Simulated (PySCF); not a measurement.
# La4O4 (La4O4): the cost of one run

Program: PySCF 2.14.0. Level of theory: PBE0, La lcecp-1-SVP with ECP46, O def2-SVP; scalar-relativistic core potentials, no spin–orbit coupling. These are calculated values, not measurements.

2 further runs of the same task are left out: 2 for a known fault of the program.

## Step 1: Where the work starts

8 atoms, charge 4, spin multiplicity 1.

Bond lengths: La1–La2 3.632 Å, La1–La3 3.632 Å, La1–La4 3.632 Å, La1–O5 2.307 Å, La1–O6 2.307 Å, La1–O7 2.307 Å, La2–La3 3.632 Å, La2–La4 3.632 Å, La2–O5 2.307 Å, La2–O6 2.307 Å, La2–O8 2.307 Å, La3–La4 3.632 Å, La3–O5 2.307 Å, La3–O7 2.307 Å, La3–O8 2.307 Å, La4–O6 2.307 Å, La4–O7 2.307 Å, La4–O8 2.307 Å. Angles: La2–La1–La3 60.0°, La2–La1–La4 60.0°, La2–La1–O5 38.1°, La2–La1–O6 38.1°, La2–La1–O7 79.4°, La3–La1–La4 60.0°, La3–La1–O5 38.1°, La3–La1–O6 79.4°, La3–La1–O7 38.1°, La4–La1–O5 79.4°, La4–La1–O6 38.1°, La4–La1–O7 38.1°, O5–La1–O6 74.2°, O5–La1–O7 74.2°, O6–La1–O7 74.2°, La1–La2–La3 60.0°, La1–La2–La4 60.0°, La1–La2–O5 38.1° and more.

Coordinates:

```xyz
8
La4O4
La    1.28396    1.28396    1.28396
La    1.28396   -1.28396   -1.28396
La   -1.28396    1.28396   -1.28396
La   -1.28396   -1.28396    1.28396
O     0.98349    0.98349   -0.98349
O     0.98349   -0.98349    0.98349
O    -0.98349    0.98349    0.98349
O    -0.98349   -0.98349   -0.98349
```

The 4f shell is empty and lies in the core potential. An earlier session relaxed this geometry at PBE0, La lcecp-1-SVP with ECP46, O def2-SVP (singlet, point group Td).

Its energy there is -425.758335 Eh.

## Step 2: Multiplicity 3 at the relaxed geometry

run.py (the lines that set the calculation)

```python
mol = gto.M(atom='''
La     1.28396     1.28396     1.28396
La     1.28396    -1.28396    -1.28396
La    -1.28396     1.28396    -1.28396
La    -1.28396    -1.28396     1.28396
O      0.98349     0.98349    -0.98349
O      0.98349    -0.98349     0.98349
O     -0.98349     0.98349     0.98349
O     -0.98349    -0.98349    -0.98349''',
    basis={'La': 'lcecp-1-SVP', 'O': 'def2-SVP'},
    ecp={'La': 'lcecp-1-SVP'},
    charge=4, spin=2)
mf = dft.UKS(mol, xc='PBE0')
mf.grids.atom_grid = (50, 194)  # f atoms: unpruned, at least (60, 302)
mf = mf.density_fit()  # fitting sets: La AutoAux, O def2-universal-JKFIT
mf.conv_tol = 1e-08; mf.max_cycle = 55
mf.kernel(dm0)  # dm0: free metal ions and neutral atoms
```

Started as:

```bash
$ OMP_NUM_THREADS=4 python run.py
```

**Question.** How long does this run take on 4 threads of AMD EPYC 9R45 (Zen 5), shared host?

About 18 s.
